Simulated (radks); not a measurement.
**Xe⁺ in [Kr] 4d10 5s2 5p5: an all-electron calculation**

An exercise on one series of results from a longer session: the logs are not shown, and one member is left open.

The numbers are computed with radks (a radial shooting solver on a logarithmic mesh, Libxc functionals) version 1 (scalar-relativistic Kohn-Sham, MS2 meta-GGA, spin-unpolarised, spherical densities, finite nucleus), except any that are marked as measured or tabulated.

## What is computed

| Item | Value |
| --- | --- |
| element | xenon (Z = 54) |
| charge | +1 |
| electrons | 53 |
| configuration | [Kr] 4d10 5s2 5p5 |
| nuclear rms radius | 4.7859 fm |

The outer shells:

Xe⁺
```
[Kr] core
4d [↑↓][↑↓][↑↓][↑↓][↑↓]
5s [↑↓]
5p [↑↓][↑↓][↑ ]
```

Set-up of the first run:

The run's settings:

```text
Z 54
configuration [Kr] 4d10 5s2 5p5
relativity scalar-relativistic
functional ms2,regtpss
spin unpolarised
nucleus finite rms 4.7859 fm
c 137.035999084
```

One of the session's tables, all rows but one given; the rest of the session is left out.

It belongs to the step «Shells». From the orbitals of this run (lengths in bohr):

```
level      <r>  outermost maximum (interpolated)  90 % within  nodes
   1s  0.02665                            0.0171       0.0479      0
   2s   0.1145                            0.0968        0.177      1
   2p        ?                                 ?            ?      ?
   3s   0.3056                             0.278        0.449      2
   3p   0.3040                             0.273        0.456      1
   3d   0.2810                             0.226        0.441      0
   4s   0.7165                             0.662         1.03      3
   4p   0.7640                             0.694         1.11      2
   4d   0.8751                             0.747         1.33      1
   5s    1.848                              1.63         2.68      4
   5p    2.182                              1.88         3.21      3
```

**Question.** Estimate the row for 2p.

The run gave: <r>: 0.1003; outermost maximum (interpolated): 0.0778; 90 % within: 0.163; nodes: 0. In the column «<r>» it lies between 1s (0.02665) and 2s (0.1145).

Limits of these values: Spin polarisation and multiplet splitting are left out.
